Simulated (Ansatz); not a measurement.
# CH₆NOSbSi: a ladder of functionals and wavefunction methods

How much do the methods differ for CH₆NOSbSi? The plan is to run it at one geometry with functionals of several rungs and with coupled cluster, and see how far each lands from CCSD(T) at the basis-set limit for the atomisation energy.

The runs use Ansatz 0.2.0, Gaussian basis; functionals in def2-TZVPP, the program's frozen cores in correlated methods.

Plan: LDA (SPW92), PBE-D4, revPBE-D4, BLYP-D4, r2SCAN-D4, B97M-V, PBE0-D4, B3LYP-D4, r2SCANh-D4, r2SCAN0-D4, HSE06-D4, BHLYP-D4, CAM-B3LYP-D4, LC-ωPBE, ωB97X-V, ωB97M-V, B2PLYP, PBE-QIDH; CCSD(T)/def2-SVP; CCSD(T)/def2-TZVPP; MP2/def2-QZVPP; extrapolation to the limit; RPA on PBE.

**1. The geometry**

The geometry comes from an earlier relaxation with PBE0-D4 in a triple-zeta def2 set; it is a stationary point, not always the lowest conformer. Sb takes the def2 core potential; no spin-orbit term is included.

SMILES `[SiH3]O/C=[N]\[SbH2]`, 11 atoms, charge 0, spin multiplicity 1.

Atoms are counted from 1 here; the program's logs count them from 0.

Bond lengths: Si1–O2 1.667 Å, Si1–H6 1.477 Å, Si1–H7 1.485 Å, Si1–H8 1.485 Å, O2–C3 1.352 Å, C3–N4 1.250 Å, C3–H9 1.099 Å, N4–Sb5 2.065 Å, Sb5–H10 1.717 Å, Sb5–H11 1.717 Å. Angles: O2–Si1–H6 105.3°, O2–Si1–H7 110.0°, O2–Si1–H8 110.0°, H6–Si1–H7 111.1°, H6–Si1–H8 111.1°, H7–Si1–H8 109.3°, Si1–O2–C3 125.6°, O2–C3–N4 126.2°, O2–C3–H9 113.9°, N4–C3–H9 119.9°, C3–N4–Sb5 120.8°, N4–Sb5–H10 97.1°, N4–Sb5–H11 97.1°, H10–Sb5–H11 90.1°.

**2. LDA**

This LDA is Slater exchange with PW92 correlation.

The input, in.yaml:

```yaml
crystal:
  periodic: [false, false, false]
  atoms:
    - {symbol: Si, position_ang: [-1.711082, 0.774272, 0.198134]}
    - {symbol: O, position_ang: [-0.223926, 0.040662, 0.023540]}
    - {symbol: C, position_ang: [0.965654, 0.680269, -0.041995]}
    - {symbol: N, position_ang: [2.086665, 0.142255, -0.171337]}
    - {symbol: Sb, position_ang: [2.266573, -1.910104, -0.308030]}
    - {symbol: H, position_ang: [-2.690622, -0.331342, 0.211485]}
    - {symbol: H, position_ang: [-1.754312, 1.541113, 1.468682]}
    - {symbol: H, position_ang: [-1.960952, 1.695296, -0.939226]}
    - {symbol: H, position_ang: [0.887212, 1.774019, 0.029349]}
    - {symbol: H, position_ang: [0.994369, -2.160410, -1.434000]}
    - {symbol: H, position_ang: [1.205822, -2.303030, 0.983999]}
basis:
  gaussian: {orbitals: def2-TZVPP}
hamiltonian: {xc: lda}
output: {orbitals: {seedname: orbitals}}
```

On the command line:

```bash
ansatz run in.yaml --threads 4 --pin off --events-out ev --progress --plain --max-ram 10444MiB
```

After this run come: PBE-D4 (GGA); revPBE-D4 (GGA); BLYP-D4 (GGA); r2SCAN-D4 (meta-GGA); B97M-V (meta-GGA); PBE0-D4 (hybrid); B3LYP-D4 (hybrid); r2SCANh-D4 (hybrid); r2SCAN0-D4 (hybrid); HSE06-D4 (hybrid); BHLYP-D4 (hybrid); CAM-B3LYP-D4 (range-separated); LC-ωPBE (range-separated); ωB97X-V (range-separated); ωB97M-V (range-separated); B2PLYP (double hybrid); PBE-QIDH (double hybrid); CCSD(T) in def2-SVP; CCSD(T) in def2-TZVPP; MP2 in def2-QZVPP; RPA on PBE orbitals.

**Question.** What will the summary of the whole plan be? Wanted: atomisation energy, CCSD(T)/CBS; farthest beyond LDA; mean size of error, GGA; mean size of error, meta-GGA; mean size of error, hybrid; mean size of error, range-separated; mean size of error, double hybrid; gap, smallest and largest; T1 diagnostic.

**Answer**, as computed:

| quantity | value |
| --- | --- |
| atomisation energy, CCSD(T)/CBS | 37.401 eV |
| functionals within 0.374 eV (1.0 %) | revPBE-D4, r2SCAN-D4, B97M-V, PBE0-D4, B3LYP-D4, HSE06-D4, CAM-B3LYP-D4, ωB97X-V, ωB97M-V |
| farthest beyond LDA | BHLYP-D4 (-1.273 eV) |
| mean size of error, GGA | 0.493 eV |
| mean size of error, meta-GGA | 0.214 eV |
| mean size of error, hybrid | 0.608 eV |
| mean size of error, range-separated | 0.324 eV |
| mean size of error, double hybrid | 0.642 eV |
| gap, smallest and largest | 4.49 eV (LDA (SPW92)), 11.40 eV (LC-ωPBE) |
| T1 diagnostic | 0.0152 |
| triples share of the correlation energy | 3.8 % |

In words: LDA overbinds by 6.049 eV (16 %). PBE-D4 misses by +0.776 eV. Double hybrids carry the basis error of their MP2 part in triple zeta, and no dispersion term here, so their miss is partly the set-up's. The rungs meta-GGA, range-separated miss on average by less than the doubt on the reference (0.374 eV), so they tie. Misses under about 0.374 eV are within the doubt on the reference itself, which lacks core-valence correlation, spin-orbit coupling and higher excitations, and its outer-core shells are covered unevenly. All levels share the lack of spin-orbit coupling, which lowers the free heavy atoms and so the true binding. Hartree-Fock recovers 66 % of the binding; the rest is correlation. CCSD(T) in def2-SVP is off by -3.169 eV, which most functionals beat. The gap grows from 4.5 to 11.4 eV across the functionals, mostly with the share of exact exchange. Correlated methods include outer-core shells of Sb, which these sets cover unevenly.
